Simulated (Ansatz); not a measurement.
Hf3Be in Ansatz: convergence with xc grid

Crystal: Hf3Be.

```xyz
4
Lattice="-2.0920 2.0920 4.3530 2.0920 -2.0920 4.3530 2.0920 2.0920 -4.3530" Properties=species:S:1:pos:R:3 pbc="T T T"
Hf    0.0030   -0.0308    4.3363
Hf    2.1120    0.0508    2.1476
Hf   -0.0027    2.0896    2.2254
Be   -0.0368    0.0165    0.0022
```

The cell comes from a database or a generator and needn't be the stable form of this composition.

The cell isn't the ideal one: atoms moved at random, drawn with an rms of 0.05 Å.

```yaml
Program: Ansatz 0.2.0
Task: convergence study
Functional: PBE
Potentials_or_basis: Ansatz PAW
Cutoff: "420 eV (not typed: the program's choice for these potentials)"
k_mesh: 5 × 5 × 7
Occupations: gaussian, width 0.1 eV
Spin: no spin polarisation
```

These are the settings of the first run; the series varies xc grid, with any setting tied to it.

Hardware: 2 threads of Arm Neoverse V1, with other jobs on the host.

| xc grid | energy less the tightest run, at zero smearing (meV/atom) | SCF cycles | CPU time (s) | peak memory (GiB) |
| --- | --- | --- | --- | --- |
| 1 | -0.02 | 8 | 39 | 0.48 |
| 2 | 0.00 | 8 | 39 | 0.48 |
| 3 | 0.00 | 8 | 39 | 0.51 |
| 4 | 0.00 | 8 | 41 | 0.57 |
| 5 | 0.00 | 8 | 42 | 0.67 |

Against the tightest run, the energy stays within 1 meV/atom from 1 on. The tightest run that finished is the yardstick and may itself not be fully converged.

The run has no spin-orbit coupling, so splittings on Hf are missing.
